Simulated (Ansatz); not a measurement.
# CuPd3 (I4/mmm) in Ansatz: reference runs

Aim: a first look at CuPd3 with PBEsol, on the cell as given and on a disturbed one.

Everything below comes from runs of Ansatz 0.2.0. Logs are shortened: lines on timing, memory, paths and dates and some standing lists are left out, and cuts for length are marked.

**1. Starting point**

Symmetry: I4/mmm, No. 139, tetragonal system. The conventional cell has a = 3.811 Å, b = 3.811 Å, c = 7.824 Å, α = 90.00°, β = 90.00°, γ = 90.00°. Pd (site symmetry 4/mmm) has 4 Cu at 2.69 Å and 8 Pd at 2.73 Å as nearest neighbours. Pd (site symmetry -4m2) is surrounded by 8 Pd at 2.69 to 2.73 Å and 4 Cu at 2.73 Å. Cu (site symmetry 4/mmm) is surrounded by 12 Pd at 2.69 to 2.73 Å.

The cell comes from a database or a generator and needn't be the stable form of this composition.

**2. Single point, PBEsol**

File input.yaml:

```yaml
crystal:
  lattice:
    - [-1.90531911, 1.90531911, 3.91217965]
    - [1.90531911, -1.90531911, 3.91217965]
    - [1.90531911, 1.90531911, -3.91217965]
  atoms:
    - { symbol: Pd, position: [0.5, 0.5, 0.0] }
    - { symbol: Pd, position: [0.25, 0.75, 0.5] }
    - { symbol: Pd, position: [0.75, 0.25, 0.5] }
    - { symbol: Cu, position: [0.0, 0.0, 0.0] }
kpoints:
  mp_grid: { grid: [10, 10, 10] }
scf:
  occupations: { method: fermi_dirac, width: 0.05 }
hamiltonian:
  xc: pbesol
  pseudopotentials: { kind: all_electron, lapw: { basis_error: 0.001 } }
output:
  forces: true
  stress: true
  eigenvalues: true
  populations: true
```

Potentials or basis: all-electron LAPW, scalar-relativistic.

On the command line:

```sh
> ansatz run input.yaml --threads 2 --pin off --max-ram 8192MiB --backend cpu --events-out ev --progress --plain --runs-dir out
```

The log of the run:

```text
Warning: RAYON_NUM_THREADS=2 ignored (pool sized by the plan → 2); use --threads N
Pd: projections on atomic orbitals take those of the free atom 1s2 2s2 2p6 3s2 3p6 3d10 4s2 4p6 4d10, of charge +0.00 (hamiltonian.pseudopotentials.projection_atoms)
Cu: projections on atomic orbitals take those of the free atom 1s2 2s2 2p6 3s2 3p6 3d10 4s1, of charge +0.00 (hamiltonian.pseudopotentials.projection_atoms)
LAPW: plane waves up to 8.564 Å⁻¹, error target 1.0e-3 eV per atom; small_component_spin mean_spin; Cu in spheres of 1.347 Å, 19 of its electrons in bands, Dirac shells []; Pd in spheres of 1.347 Å, 28 of its electrons in bands, Dirac shells [] (how accurate: hamiltonian.pseudopotentials.lapw.basis_error, Limitations)
Engine: ansatz 0.2.0, x86_64-unknown-linux-gnu
Pseudopotentials: kind: all_electron
Pseudopotential: Pd, LAPW, valence charge 28, lapw/all_electron/scalar/gaussian/Pd, Koelling and Harmon's equation, gaussian nucleus
Pseudopotential: Cu, LAPW, valence charge 19, lapw/all_electron/scalar/gaussian/Cu, Koelling and Harmon's equation, gaussian nucleus
Functional definition: PBEsol
  exchange = pbesol_x
  correlation = pbesol_c
Crystal: 4 atoms, lattice volume = 56.809 Å³
Basis set: ecut = 279.42243813100896 eV, 607 PW (Γ), FFT grids on a1+a3, a2+a3, a3, exchange–correlation at level 2
Bands: 62, of which v1, the nominal top of the filled ones, is band 52 counted from 1 (51 counted from 0)
Symmetry: 16 space group operations
Space group: I4/mmm (ITA 139), of the structure as read, at distance tolerance 3.8e-5 Å
k-points: 102 of 1000
Non-local potential: Pd, projectors of the file, none
Non-local potential: Cu, projectors of the file, none
Initial density: superposition of atomic densities (chi_scale 0.1, normalization cell, long waves kept (reshape's long-wave potential 0.00 eV rms))
Initial wavefunctions: plane waves of lowest kinetic energy (no species holds an atomic orbital)
Functional: x = pbesol(κ = 0.804, μ = 0.12345679012345678), c = pbesol(β = 0.046)
iter 1 solved again at ethr=2.67e-3 eV; its pass at ethr=1.00e-1 eV (dr2=2.75e0 eV) is discarded
SCF iter   1: F=—  HF=-456724.011148 eV  |F-HF|=—  |Δ(HF+E_count)|=         —  Δρ=6.60e-2  dr2=2.75e0  ethr=2.67e-3  ⟨swp⟩=2.0  Hψ=40596  notcnv=0
preconditioner: auto → Kerker (q_TF=auto, 3.013 Å⁻¹)  [metal: Δε(μ)=0.003 eV  Ē_g=10.574 eV  σ=0.050 eV  W_gap=0.01  n_scr=30 (ndim 8)  ℏωp=31.5 eV  f_vac=0.000  D(μ)=5.84/eV (n_scr^D=68)]
iter 2 solved again at ethr=1.12e-4 eV; its pass at ethr=2.67e-3 eV (dr2=1.16e-1 eV) is discarded
SCF iter   2: F=—  HF=-456720.912605 eV  |F-HF|=—  |Δ(HF+E_count)|=    3.10e0  Δρ=1.25e-2  dr2=1.16e-1  ethr=1.12e-4  ⟨swp⟩=2.0  Hψ=31341  notcnv=0
SCF iter   3: F=—  HF=-456719.702934 eV  |F-HF|=—  |Δ(HF+E_count)|=    1.21e0  Δρ=1.83e-2  dr2=2.98e-1  ethr=1.12e-4  ⟨swp⟩=2.5  Hψ=19382  notcnv=0
SCF iter   4: F=—  HF=-456719.732326 eV  |F-HF|=—  |Δ(HF+E_count)|=         —  Δρ=1.27e-2  dr2=1.06e-1  ethr=1.12e-4  ⟨swp⟩=2.0  Hψ=17680  notcnv=0
the basis was enlarged: its passes take 586.9 KiB over the memory plan, 2 of 2 planned eigensolver slots
SCF iter   5: F=—  HF=-456719.615752 eV  |F-HF|=—  |Δ(HF+E_count)|=   1.17e-1  Δρ=8.16e-3  dr2=8.05e-2  ethr=1.02e-4  ⟨swp⟩=2.0  Hψ=16966  notcnv=0
SCF iter   6: F=—  HF=-456719.603182 eV  |F-HF|=—  |Δ(HF+E_count)|=   1.26e-2  Δρ=5.50e-3  dr2=3.19e-2  ethr=7.82e-5  ⟨swp⟩=2.0  Hψ=16747  notcnv=0
SCF iter   7: F=—  HF=-456719.600765 eV  |F-HF|=—  |Δ(HF+E_count)|=   2.42e-3  Δρ=1.45e-3  dr2=1.85e-3  ethr=3.10e-5  ⟨swp⟩=2.0  Hψ=18255  notcnv=0
SCF iter   8: F=—  HF=-456719.600581 eV  |F-HF|=—  |Δ(HF+E_count)|=   1.84e-4  Δρ=7.34e-4  dr2=1.29e-4  ethr=1.80e-6  ⟨swp⟩=2.0  Hψ=18270  notcnv=0
SCF iter   9: F=—  HF=-456719.600421 eV  |F-HF|=—  |Δ(HF+E_count)|=   1.60e-4  Δρ=3.15e-4  dr2=1.24e-4  ethr=1.25e-7  ⟨swp⟩=2.0  Hψ=18270  notcnv=0
SCF iter  10: F=—  HF=-456719.600402 eV  |F-HF|=—  |Δ(HF+E_count)|=   1.88e-5  Δρ=1.23e-4  dr2=2.03e-5  ethr=1.20e-7  ⟨swp⟩=2.0  Hψ=18270  notcnv=0
SCF iter  11: F=—  HF=-456719.600396 eV  |F-HF|=—  |Δ(HF+E_count)|=   6.14e-6  Δρ=2.52e-5  dr2=3.79e-7  ethr=1.97e-8  ⟨swp⟩=2.0  Hψ=18270  notcnv=0
SCF iter  12: F=—  HF=-456719.600396 eV  |F-HF|=—  |Δ(HF+E_count)|=   2.27e-7  Δρ=1.51e-5  dr2=1.09e-7  ethr=3.68e-10  ⟨swp⟩=2.0  Hψ=18270  notcnv=0
SCF iter  13: F=—  HF=-456719.600396 eV  |F-HF|=—  |Δ(HF+E_count)|=   3.89e-8  Δρ=6.74e-6  dr2=3.98e-8  ethr=1.06e-10  ⟨swp⟩=2.0  Hψ=18270  notcnv=0
SCF iter  14: F=-456719.600396 eV  HF=-456719.600396 eV  |F-HF|=1.41e-8  |Δ(HF+E_count)|=   5.29e-8  Δρ=1.97e-6  dr2=3.11e-9  ethr=3.87e-11  ⟨swp⟩=2.0  Hψ=18270  notcnv=0
SCF 1 converged in 14 iterations: F = -456719.600396 eV  dr2 = 3.11e-9
SCF converged after 14 iterations
Free energy (F): -456719.600396 eV
Harris-Foulkes:  -456719.600396 eV  (|F-HF|=1.41e-8)
Internal energy: -456719.555315 eV  (E = F + TS)
E sigma→0 (E₀):  -456719.577855 eV
Entropy (-TS):   -0.045081 eV (-11.270 meV/atom)
Fermi energy:    19.874123 eV
--- Per-component energies (eV) ---
  E_band       = -9822.269364
  E_kinetic    = 475409.364604
  E_xc         = -13369.706451
  E_electrostatic = -918759.213468  (all electrons and nuclei)
  E_smearing   = -0.045081  (= −TS)
  E_closure    = 0.000000  (closes the sum)
  E_atoms      = -456701.703313  (free atoms, spherical and without spin; not in F)
  Σ components = -456719.600396   (vs F -456719.600396, Δ=0.00e0)
  Basis errors (estimates in eV, not in F): energy 2.1e-4 per atom: plane waves 1.7e-4 (8.8e-5 summed), levels above the bands 3.1e-113, relativity 1.8e-8, radial functions 3.2e-5, core shells 1.1e-7; eigenvalues (radial functions only) 2.0e-6; not estimated: angular momenta, meshes, grids; target (lapw.basis_error) 1.0e-3; muffin-tin radii Cu 1.347 Å, Pd 1.347 Å
--- Forces (eV/Å), atoms counted from 1 ---
  atom   1  Pd    -0.00000000    -0.00000000     0.00000000
  atom   2  Pd     0.00000000    -0.00000000     0.00000000
  atom   3  Pd    -0.00000000     0.00000000     0.00000000
  atom   4  Cu     0.00000000     0.00000000     0.00000000
  max |Σ_I F_I| component: 3.47e-18 eV/Å
--- Stress (GPa, compression-positive) ---
       -4.455663      -0.000000       0.000000
       -0.000000      -4.455663      -0.000000
        0.000000      -0.000000      -5.124918
  P = ⅓ Tr σ = -4.6787 GPa (-46.787 kbar)
--- Band table (eV; the first three rows and the last of 102) ---
  k-point 0: bands = ["-304.5140", "-304.5140", "-304.4789", "-304.4789", "-304.4712", "-304.4712", "-304.4712", "-304.4712", "-304.4601", "-304.4601", "-304.4570", "-304.4570", "-304.4457", "-304.4451", "-304.4335", "-91.5423", "-64.1459", "-64.0845", "-64.0668", "-49.0899", "-49.0702", "-49.0702", "-30.0094", "-30.0094", "-30.0062", "-29.8573", "-29.8573", "-29.7928", "-29.7282", "-29.7282", "-29.6932", "12.3162", "14.7074", "15.0368", "15.2544", "16.1586", "16.3696", "16.3696", "16.7623", "16.7623", "17.1909", "17.4914", "17.4914", "18.3363", "18.5798", "18.6481", "18.6495", "19.5334", "19.6417", "19.8432", "19.8432", "20.4052", "22.4347", "27.8886", "27.8886", "28.2571", "28.2571", "28.4362", "29.5228", "30.3929", "31.1838", "31.4597"]
  k-point 1: bands = ["-304.5140", "-304.5140", "-304.4789", "-304.4789", "-304.4712", "-304.4712", "-304.4712", "-304.4712", "-304.4601", "-304.4601", "-304.4570", "-304.4570", "-304.4457", "-304.4451", "-304.4335", "-91.5423", "-64.1429", "-64.0868", "-64.0675", "-49.0899", "-49.0703", "-49.0702", "-30.0361", "-29.9840", "-29.9759", "-29.8709", "-29.8632", "-29.7853", "-29.7495", "-29.7227", "-29.6971", "12.5592", "14.8489", "15.1697", "15.4155", "16.1629", "16.2562", "16.5285", "16.6231", "16.8057", "17.2811", "17.4464", "17.5062", "18.3404", "18.5814", "18.5962", "18.6253", "19.2019", "19.4136", "19.4769", "19.7394", "20.1640", "23.3251", "26.7503", "26.8109", "27.1334", "27.6782", "29.3255", "30.4051", "31.4590", "32.0046", "32.5714"]
  k-point 2: bands = ["-304.5140", "-304.5140", "-304.4789", "-304.4789", "-304.4712", "-304.4712", "-304.4712", "-304.4712", "-304.4601", "-304.4601", "-304.4570", "-304.4570", "-304.4457", "-304.4451", "-304.4335", "-91.5423", "-64.1347", "-64.0929", "-64.0694", "-49.0899", "-49.0703", "-49.0703", "-30.0621", "-29.9386", "-29.9172", "-29.8985", "-29.8911", "-29.7925", "-29.7710", "-29.7109", "-29.7092", "13.2434", "15.1243", "15.5458", "15.7761", "15.8625", "16.2140", "16.5249", "16.8173", "16.9934", "17.4514", "17.4612", "17.6343", "18.1928", "18.2397", "18.2441", "18.4096", "18.6769", "19.0730", "19.2971", "19.4615", "19.9337", "24.9376", "25.0071", "25.3214", "26.1349", "27.1010", "29.1758", "29.5144", "32.9398", "33.1833", "34.6396"]
  k-point 101: bands = ["-304.5140", "-304.5140", "-304.4789", "-304.4789", "-304.4712", "-304.4712", "-304.4712", "-304.4712", "-304.4601", "-304.4601", "-304.4570", "-304.4570", "-304.4457", "-304.4451", "-304.4335", "-91.5423", "-64.1334", "-64.0846", "-64.0794", "-49.0898", "-49.0703", "-49.0703", "-30.0448", "-30.0448", "-29.8573", "-29.8474", "-29.7900", "-29.7864", "-29.7864", "-29.7632", "-29.7632", "14.1911", "14.5600", "14.9052", "15.0743", "15.1029", "15.1029", "15.5717", "16.5226", "17.8663", "17.9100", "18.3068", "18.3068", "18.4545", "18.4545", "18.8148", "19.3906", "19.4029", "19.5089", "19.8856", "19.8856", "19.9009", "20.4036", "22.9326", "22.9326", "29.5880", "30.2490", "31.6314", "32.6156", "32.6156", "33.6822", "36.8577"]
--- Löwdin populations: 4 sites ---
  site symbol       q [e]
     0     Pd     45.4437
     1     Pd     45.4132
     2     Pd     45.4132
     3     Cu     29.3532
  spilling = 0.008244 (of n_electrons = 167.000000)
```

Wall time 2.6 min (2 threads of AMD EPYC (Zen 3), shared host); peak memory 1.1 GiB.

What came out:

```
Free energy            : -456719.6004 eV
Pressure               : -4.7 GPa
Band gap on the k mesh : none (metal or under the smearing width)
```

Levels at points of the mesh, in eV from the Fermi level:
| k point | band 47 | band 48 | band 49 | band 50 | band 51 | band 52 | band 53 | band 54 | band 55 | band 56 |
| --- | --- | --- | --- | --- | --- | --- | --- | --- | --- | --- |
| (0.00, 0.00, 0.00) | -1.22 | -0.34 | -0.23 | -0.03 | -0.03 | 0.53 | 2.56 | 8.01 | 8.01 | 8.38 |
| (0.00, 0.00, -0.50) | -1.10 | -0.47 | -0.44 | -0.16 | 0.04 | 0.46 | 0.72 | 1.38 | 2.43 | 6.16 |
| (0.00, -0.50, 0.00) | -1.45 | -1.38 | -1.35 | -0.87 | -0.42 | -0.22 | 0.36 | 4.09 | 5.01 | 9.53 |
| (-0.50, -0.50, -0.50) | -0.48 | -0.47 | -0.37 | 0.01 | 0.01 | 0.03 | 0.53 | 3.06 | 3.06 | 9.71 |

**3. Equation of state, PBEsol**

Potentials or basis: all-electron LAPW, scalar-relativistic.

No new run: the results of the series are fitted here.

Results:

| Property | Result |
| --- | --- |
| Equilibrium volume | 13.84 Å³/atom |
| Bulk modulus at fixed shape and positions | 195 GPa |
| Pressure derivative of the bulk modulus | 5.4 |

Energy against volume, from the lowest point:
```
volume (Å³/atom)  energy (meV/atom)
          13.350              11.16
          13.634               1.68
          13.918               0.00
          14.202               5.16
          14.486              16.33
          14.770              32.76
          15.054              53.80
```

Caveat: the cell was scaled at fixed shape and fractional positions, which overstates the stiffness of a crystal with free parameters, most of all of layers and chains.

**4. Single point, PBEsol (atoms moved at random, drawn with an rms of 0.05 Å)**

input.yaml: that of step 2 with these lines changed.

```diff
@@ -6,6 +6,6 @@
   atoms:
-    - { symbol: Pd, position: [0.5, 0.5, 0.0] }
-    - { symbol: Pd, position: [0.25, 0.75, 0.5] }
-    - { symbol: Pd, position: [0.75, 0.25, 0.5] }
-    - { symbol: Cu, position: [0.0, 0.0, 0.0] }
+    - { symbol: Pd, position: [0.504645, 0.488577, -0.00918] }
+    - { symbol: Pd, position: [0.240544, 0.754637, 0.501096] }
+    - { symbol: Pd, position: [0.749239, 0.242219, 0.487495] }
+    - { symbol: Cu, position: [-0.002051, -0.009485, -0.007844] }
 kpoints:
```

On the command line:

```sh
> ansatz run input.yaml --threads 2 --pin off --max-ram 8192MiB --backend cpu --events-out ev --progress --plain --runs-dir out
```

Wall time 18 min (2 threads of AMD EPYC (Zen 3), shared host); peak memory 3.6 GiB.

Results (log left out):

```yaml
Free_energy: -456719.5713 eV
Pressure: -4.3 GPa
Largest_force: 0.671 eV/Å
Band_gap_on_the_k_mesh: none (metal or under the smearing width)
```

Forces in eV/Å, atoms in the order of the input:
```
Pd   0.241 -0.203 -0.126
Pd  -0.619  0.216  0.143
Pd   0.375 -0.019 -0.067
Cu   0.003  0.005  0.049
```

Stress tensor (GPa, compression positive):
```
-4.35 -0.08  0.26
-0.08 -3.87  0.09
 0.26  0.09 -4.79
```

Levels at points of the mesh, in eV from the Fermi level:
| k point | band 48 | band 49 | band 50 | band 51 | band 52 | band 53 | band 54 | band 55 | band 56 | band 57 |
| --- | --- | --- | --- | --- | --- | --- | --- | --- | --- | --- |
| (0.00, 0.00, 0.00) | -0.34 | -0.24 | -0.04 | -0.03 | 0.52 | 2.57 | 7.98 | 7.99 | 8.37 | 8.39 |
| (0.00, 0.00, -0.50) | -0.48 | -0.44 | -0.17 | 0.03 | 0.47 | 0.73 | 1.38 | 2.42 | 6.14 | 6.86 |
| (0.00, -0.50, 0.00) | -1.33 | -1.32 | -0.89 | -0.39 | -0.18 | 0.34 | 4.27 | 4.84 | 9.40 | 9.64 |
| (0.00, -0.50, -0.50) | -1.39 | -1.30 | -0.83 | -0.45 | -0.25 | 0.37 | 3.99 | 5.11 | 9.45 | 9.53 |
| (-0.50, 0.00, 0.00) | -1.36 | -1.30 | -0.83 | -0.44 | -0.25 | 0.37 | 4.04 | 5.06 | 9.46 | 9.51 |
| (-0.50, 0.00, -0.50) | -1.36 | -1.32 | -0.91 | -0.42 | -0.20 | 0.33 | 4.05 | 5.04 | 9.45 | 9.65 |
| (-0.50, -0.50, 0.00) | -0.47 | -0.44 | -0.17 | 0.04 | 0.46 | 0.72 | 1.38 | 2.43 | 6.16 | 6.86 |
| (-0.50, -0.50, -0.50) | -0.48 | -0.37 | -0.02 | 0.01 | 0.03 | 0.53 | 3.06 | 3.08 | 9.70 | 10.35 |

**5. Summary**

```csv
task,cell,cutoff (eV),gap on the mesh (eV),pressure (GPa)
single point,as given,279,none,-4.7
equation of state,as given,-,-,-
single point,"atoms moved at random, drawn with an rms of 0.05 Å",293,none,-4.3
```

Alike in all rows: level PBEsol; potentials or basis all-electron LAPW, scalar-relativistic; no spin polarisation; k mesh 10 × 10 × 10; smearing fermi-dirac 0.05 eV; basis error allowed 0.001 eV/atom.

Caveats: the cell was scaled at fixed shape and fractional positions, which overstates the stiffness of a crystal with free parameters, most of all of layers and chains (some runs).

Compare energies only between runs with the same functional and basis.
